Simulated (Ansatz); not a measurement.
# SnH₂+ (doublet): from Hartree-Fock to the top rungs at distance Sn1–H2 = 3.041 Å, def2-SVP

Aim: climb from Hartree-Fock through coupled cluster and multireference methods for SnH₂+ (doublet) at one geometry and basis, and see what each rung misses.

Program: Ansatz 0.2.0, Gaussian basis. Level of theory: def2-SVP, core rule «outside noble gas», up to 9 orbitals frozen. These are calculated values, not measurements.

To be run: UHF; CCSD(T) on ROHF; CCSD(T) on UHF; BCCD(T) on ROHF; CISD; CCSDT(Q) on ROHF; CCSDT(Q) on UHF; CISDTQ; CASSCF and MRCISD+Q, 3 electrons in 3 orbitals; CASSCF and NEVPT2, 3 electrons in 3 orbitals; CASSCF and MRCISD+Q, 5 electrons in 6 orbitals; CASSCF and MRCISD+Q(relaxed), 5 electrons in 6 orbitals; CASSCF and NEVPT2, 5 electrons in 6 orbitals; Full CI.

25 further runs of the same task are left out: 6 for a known fault of the program, 19 that didn't finish.

### 1 The geometry

The geometry derives from a PBE0/def2-TZVP stationary point (not a proven minimum). One bond is set to the value named and the two fragments are kept rigid. No spin-orbit coupling is included. Elements past krypton take def2 core potentials.

3 atoms, charge 1, spin multiplicity 2.

Atoms are counted from 1 here; the program's logs count them from 0.

Bond lengths: Sn1–H3 1.655 Å.

### 2 UHF

in.yaml

```yaml
crystal:
  periodic: [false, false, false]
  atoms:
    - {symbol: Sn, position_ang: [0.000000, 0.000000, 0.461867]}
    - {symbol: H, position_ang: [0.000000, 0.000000, -2.579133]}
    - {symbol: H, position_ang: [0.000000, 0.000000, 2.117267]}
basis:
  gaussian: {orbitals: def2-SVP}
total_charge: 1
magnetization: {spin_polarized: true, initial_magnetization: 1}
hamiltonian: {xc: hf}
output: {orbitals: {seedname: orbitals}}
```

The run is started by

```sh
> ansatz run in.yaml --threads 1 --pin off --events-out ev --progress --plain --max-ram 2393MiB
```

Further steps of the session: CCSD(T) on ROHF; CCSD(T) on UHF; BCCD(T) on ROHF; CISD; CCSDT(Q) on ROHF; CCSDT(Q) on UHF; CISDTQ; CASSCF and MRCISD+Q, 3 electrons in 3 orbitals; CASSCF and NEVPT2, 3 electrons in 3 orbitals; CASSCF and MRCISD+Q, 5 electrons in 6 orbitals; CASSCF and MRCISD+Q(relaxed), 5 electrons in 6 orbitals; CASSCF and NEVPT2, 5 electrons in 6 orbitals; Full CI.

**Question.** What will the summary of the whole plan be? Wanted: FCI below the RHF energy; RMP2 from FCI; UMP2 from FCI; RCCSD from FCI; RCCSD(T) from FCI; UCCSD(T) from FCI; RCCSDT(Q) from FCI; UCCSDT(Q) from FCI; NEVPT2 pair from FCI.

**Answer**, as computed:

| quantity | value |
| --- | --- |
| FCI below the RHF energy | -1.8652 eV |
| RMP2 from FCI | +543.8 meV |
| UMP2 from FCI | +542.8 meV |
| RCCSD from FCI | +28.8 meV |
| RCCSD(T) from FCI | +7.7 meV |
| UCCSD(T) from FCI | +7.7 meV |
| RCCSDT(Q) from FCI | +0.2 meV |
| UCCSDT(Q) from FCI | +0.2 meV |
| NEVPT2 pair from FCI | +487.8 meV |
| MRCISD+Q pair from FCI | -45.8 meV |
| NEVPT2 valence from FCI | +237.6 meV |
| levels within 1 kcal/mol (43 meV) | RCCSD, UCCSD, RCCSD(T), UCCSD(T), BCCD(T), RCCSDT, UCCSDT, RCCSDT(Q), UCCSDT(Q), MRCISD pair, MRCISD valence, MRCISD+Q valence, MRCISD+Q(relaxed) valence |
| T1 diagnostic | 0.011 |
| effectively unpaired electrons | 1.05 |

RCCSD(T) lands +7.7 meV from the yardstick (0.4 % of the correlation energy). MRCISD+Q pair, MRCISD+Q(relaxed) valence fall below full CI: the +Q correction isn't variational, and the cores differ from full CI's. One determinant dominates. Of the multireference levels listed MRCISD+Q valence comes nearest in total energy (+4.4 meV), which doesn't show that its space is the better one. These misses are within one basis, not against nature; the frozen cores of restricted and unrestricted runs differ, which can shift their rows.
